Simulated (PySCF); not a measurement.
**CsB: bond curves at several levels of theory**

An exercise on one series of results from a longer session: the logs are not shown, and one member is left open.

Program: PySCF 2.14.0. Level of theory: Cs def2-SVP with ECP46, B def2-SVP, scalar-relativistic core potentials. These are calculated values, not measurements.

Set-up of the first run:

A driver script around PySCF takes these settings:

```json
{"atoms": "Cs, B", "charge": "0", "basis": "Cs def2-SVP with ECP46, B def2-SVP", "Hamiltonian": "scalar-relativistic core potentials", "basis functions": "38", "electrons treated": "14", "masses in u": "132.9054, 11.0093", "levels": "PBE0, PBE, r²SCAN, BLYP, r²SCANh, r²SCAN0, CAM-B3LYP, HF, MP2, SCS-MP2, CCSD, CCSD(T)", "grid": "80 radial by 434 angular points", "occupations": "held fixed by the projection of orbital angular momentum", "dissociation limit": "Cs + B, each in its ground configuration", "starting distance in angstrom": "3.020", "values of 2S to try": "0, 2"}
```

On the command line:

```bash
> OMP_NUM_THREADS=1 python dia.py task.json out
```

Steps of the session up to this table: Set-up; First curve: PBE0; Excited determinants; PBE (GGA); r²SCAN (meta-GGA); BLYP (GGA); r²SCANh; r²SCAN0; CAM-B3LYP (range-separated hybrid); UHF (mean field); MP2 and coupled cluster.

One of the session's tables, all rows but one given; the rest of the session is left out.

It belongs to the step «Constants by level of theory». 

| level | Re (Å) | ωe (cm⁻¹) | De (eV) |
| --- | --- | --- | --- |
| UHF | 3.251 | 244.8 | 0.360 |
| UHF-MP2 | 3.194 | 245.6 | 0.53 |
| UHF-SCS-MP2 | 3.198 | 246.4 | 0.447 |
| UHF-CCSD | ? | ? | ? |
| UHF-CCSD(T) | 3.216 | 226.8 | 0.498 |
| PBE | 3.199 | 218.1 | 1.11 |
| BLYP | 3.265 | 201.0 | 0.91 |
| r²SCAN | 3.199 | 228.9 | 1.15 |
| r²SCANh | 3.190 | 232.8 | 1.10 |
| PBE0 | 3.176 | 231.6 | 1.00 |
| r²SCAN0 | 3.177 | 239.2 | 1.02 |
| CAM-B3LYP | 3.180 | 237.8 | 0.80 |

Estimate the missing values for UHF-CCSD.

The run gave: Re (Å): 3.211; ωe (cm⁻¹): 231.4; De (eV): 0.460. In the column «Re (Å)» it lies between r²SCAN (3.199) and UHF-CCSD(T) (3.216).

De is counted to Cs + B in their ground configurations.
